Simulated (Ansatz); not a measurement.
Crystal: NbSi.

```
Nb Si
1.0
     3.15644    0.00000    0.00000
     0.00000    3.15644    0.00000
     0.00000    0.00000    3.15644
Nb Si
1 1
Cartesian
  0.0000 0.0000 0.0000
  1.5782 1.5782 1.5782
```

The cell was built by a generator and needn't be a form met in nature.

| Quantity | Value |
| --- | --- |
| Program | Ansatz 0.2.0 |
| Task | relaxation of cell and atoms |
| Functional | r2SCAN |
| Potentials or basis | Ansatz PAW |
| Cutoff | 500 eV (not typed: the program's choice for these potentials) |
| k mesh | 8 × 8 × 8 |
| Occupations | fermi-dirac, width 0.05 eV |
| Spin | no spin polarisation |
| Hubbard terms | Nb d U = 6 eV |

At the start: volume 15.72 Å³/atom.

Problem. How do energy, volume and symmetry change on relaxing?

Solution. It ends after 5 steps and the volume is 16.14 Å³/atom (+2.6 %); space group Pm-3m (No. 221, to 0.05 Å).

The path:
| step | energy change (eV) | largest force (eV/Å) | volume (Å³) |
| --- | --- | --- | --- |
| 1 | 0.0000 | 0.0000 | 31.45 |
| 2 | -0.0036 | 0.0000 | 32.93 |
| 3 | -0.0095 | 0.0000 | 32.29 |
| 4 | -0.0095 | 0.0000 | 32.28 |
| 5 | -0.0099 | 0.0000 | 32.28 |

Final structure:
```
CELL_PARAMETERS angstrom
3.18399 0.00000 0.00000
0.00000 3.18399 0.00000
0.00000 0.00000 3.18399
ATOMIC_POSITIONS crystal
Nb 0.00000 0.00000 0.00000
Si 0.50000 0.50000 0.50000
```

Caveat: the plane-wave basis is chosen anew once the cell has moved, so the energies of steps on either side of that aren't comparable; U without spin polarisation on a metal has little footing; the PAW data sets come from PBE, with cores solved anew for the run's functional, which leaves a small shift of forces and pressure; the U is typed as a test and isn't derived for this compound.
